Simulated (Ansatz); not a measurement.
This script makes a comparison of magnetic orders of Co, space group P6_3/mmc with the Ansatz DFT code, driven from Python.

`orders_co.py`
```python
"""Ferro, antiferro and non-magnetic states of Co."""

import ansatz as az
import numpy as np


def count_gap(report):
    # lowest empty less highest filled band, counting bands; zero where they overlap
    return max(report.get("gap_by_band_count_ev") or 0.0, 0.0)

CELL = [
    (2.5074, 0.0, 0.0),
    (-1.2537, 2.171472, 0.0),
    (0.0, 0.0, 4.0699),
]
ATOMS = [
    ("Co", (1 / 3, 2 / 3, 0.25)),
    ("Co", (2 / 3, 1 / 3, 0.75)),
]


def magnet(moments):
    crystal = az.Crystal(lattice=az.Lattice.of(CELL))
    for (symbol, position), moment in zip(ATOMS, moments):
        crystal = crystal.atom(symbol, position, moment=moment or None)
    return crystal


def main() -> None:
    # starting moments in muB, one an atom
    orders = {
        "FM": [2.5, 2.5],
        "AFM": [2.5, -2.5],
    }

    rows = []
    for label, moments in orders.items():
        base = (
            magnet(moments).calculation()
            .kpoints(15, 15, 8)  # the mesh must be finer for metals
            .functional("pbesol")
            .occupations("Fermi-Dirac", width=0.1)  # smearing steadies the SCF of a metal
            .basis(19 * az.Ha)
            .spin("collinear")
            .band_table()  # levels at the mesh points
        )
        data = base.run(threads=1).report
        rows.append((label, data["free_energy_ev"], data["magnetization_mub"], data["absolute_magnetization_mub"], max(abs(m) for m in data["site_moments_mub"]), count_gap(data)))
        print(label, "site moments:", [round(m, 2) for m in data["site_moments_mub"]])

    # the same cell with no spin polarisation
    plain = magnet([0] * len(ATOMS)).calculation()
    plain = plain.kpoints(15, 15, 8)
    plain = plain.functional("pbesol")
    plain = plain.occupations("Fermi-Dirac", width=0.1).basis(19 * az.Ha)
    plain = plain.band_table()
    data = plain.run(threads=1).report
    rows.append(("NM", data["free_energy_ev"], 0.0, 0.0, 0.0, count_gap(data)))

    lowest = min(row[1] for row in rows)
    rows = [(row[0], 1000 * (row[1] - lowest) / 2, *row[2:]) for row in sorted(rows, key=lambda row: row[1])]
    lines = [",".join(["order", "meV/magnetic atom", "net muB", "absolute muB", "largest site muB", "gap by band count eV"])] + [",".join(f"{v:.4f}" if isinstance(v, float) else str(v) for v in row) for row in rows]
    print("\n".join(lines))
    with open("orders.csv", "w") as handle:
        handle.write("\n".join(lines) + "\n")
    print("lowest of these starts:", rows[0][0])


if __name__ == "__main__":
    main()
```

Which magnetic state ends lowest, and by how much?

In order of energy: ferromagnetic (+0.0 meV an atom, largest site moment 1.70 μB), ferromagnetic (+0.0 meV an atom, largest site moment 1.70 μB) and non-magnetic (+209.7 meV an atom, largest site moment 0.00 μB). These are the states reached from the starts typed.

What the script printed:

Output of `python orders_co.py`:
```text
FM site moments: [1.7, 1.7]
RunWarning: the starting moments were not kept: 1 of 2 ended reversed and 1 kept their direction, counting a site from 0.1 μB. The largest reversed, site 0 (counted from 0, in the order of the report's site_moments_mub), started with +2.5 μB and closes at -1.7e0 μB in its sphere. The starting moments cancel, and the net magnetisation is 3.3e0 μB in size, over 0.1 of its absolute magnetisation of 3.5e0 μB. The SCF closed on another magnetic arrangement than the starting moments describe; that [...]
AFM site moments: [-1.7, -1.7]
order,meV/magnetic atom,net muB,absolute muB,largest site muB,gap by band count eV
FM,0.0000,3.2615,3.5669,1.7009,0.0000
AFM,0.0000,-3.2615,3.5669,1.7010,0.0000
NM,209.6768,0.0000,0.0000,0.0000,0.0000
lowest of these starts: FM
```
(Warnings from the package without file and line, shortened.)

Caveats:
- The SCF didn't keep the moments it started from (some shrank, vanished or turned); what is printed is the state reached.
- A gap by band count of zero or less means overlapping bands, a metal.
- Gaps and levels are Kohn-Sham values on a finite set of k-points.
- Each row is the state reached from that start at the given structure, not necessarily the lowest of its order; other orders weren't tried.
- Wall time of the script: 63 s on 1 thread of Arm Neoverse V1 (shared host), peak memory 0.56 GiB.
